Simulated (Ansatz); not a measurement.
# CH5AlBClGe: the cost of one run

Program: Ansatz 0.2.0, Gaussian basis. Level of theory: the settings change from run to run. These are calculated values, not measurements.

## (1) The geometry

The geometry comes from an earlier relaxation with PBE0-D4 in a triple-zeta def2 set; it is a stationary point, not always the lowest conformer.

SMILES `C[B]1[GeH2][Al]1[Cl]`, 10 atoms, charge 0, spin multiplicity 1.

Atoms are counted from 1 here; the program's logs count them from 0.

Bond lengths: C1–B2 1.565 Å, C1–H6 1.094 Å, C1–H7 1.094 Å, C1–H8 1.095 Å, B2–Ge3 2.087 Å, B2–Al4 2.063 Å, Ge3–Al4 2.413 Å, Ge3–H9 1.567 Å, Ge3–H10 1.756 Å, Al4–Cl5 2.097 Å. Angles: B2–C1–H6 112.3°, B2–C1–H7 110.2°, B2–C1–H8 111.9°, H6–C1–H7 107.8°, H6–C1–H8 107.7°, H7–C1–H8 106.7°, C1–B2–Ge3 143.0°, C1–B2–Al4 145.1°, Ge3–B2–Al4 71.1°, B2–Ge3–Al4 54.0°, B2–Ge3–H9 119.3°, B2–Ge3–H10 40.2°, Al4–Ge3–H9 171.9°, Al4–Ge3–H10 71.8°, H9–Ge3–H10 100.2°, B2–Al4–Ge3 54.9°, B2–Al4–Cl5 156.2°, Ge3–Al4–Cl5 134.3°.

## (2) revPBE0/def2-mTZVP

Set apart from the defaults: charge +1, multiplicity 2, relativity set to scalar.

The input, in.yaml:

```yaml
crystal:
  periodic: [false, false, false]
  atoms:
    - {symbol: C, position_ang: [-1.002411, -1.303559, 0.166144]}
    - {symbol: B, position_ang: [-0.069696, -0.070963, -0.079319]}
    - {symbol: Ge, position_ang: [1.492573, 1.031106, 0.758175]}
    - {symbol: Al, position_ang: [0.206865, 1.646874, -1.188380]}
    - {symbol: Cl, position_ang: [-0.336099, 3.470517, -2.069047]}
    - {symbol: H, position_ang: [-0.693240, -1.891967, 1.035300]}
    - {symbol: H, position_ang: [-2.030558, -0.971287, 0.336643]}
    - {symbol: H, position_ang: [-1.027658, -1.974379, -0.698458]}
    - {symbol: H, position_ang: [2.305360, 0.423713, 1.952264]}
    - {symbol: H, position_ang: [1.238163, -0.411156, -0.210522]}
basis:
  gaussian: {orbitals: def2-mTZVP}
total_charge: 1
magnetization: {spin_polarized: true, initial_magnetization: 1}
hamiltonian: {xc: {name: revPBE0}, pseudopotentials: {relativity: scalar}}
```

Started as:

```sh
ansatz run in.yaml --threads 4 --pin off --events-out ev --progress --plain --max-ram 10444MiB
```

What time and memory should one allow on 4 threads of Arm Neoverse N1, shared host?

About 11 s, with a peak of 0.47 GiB.
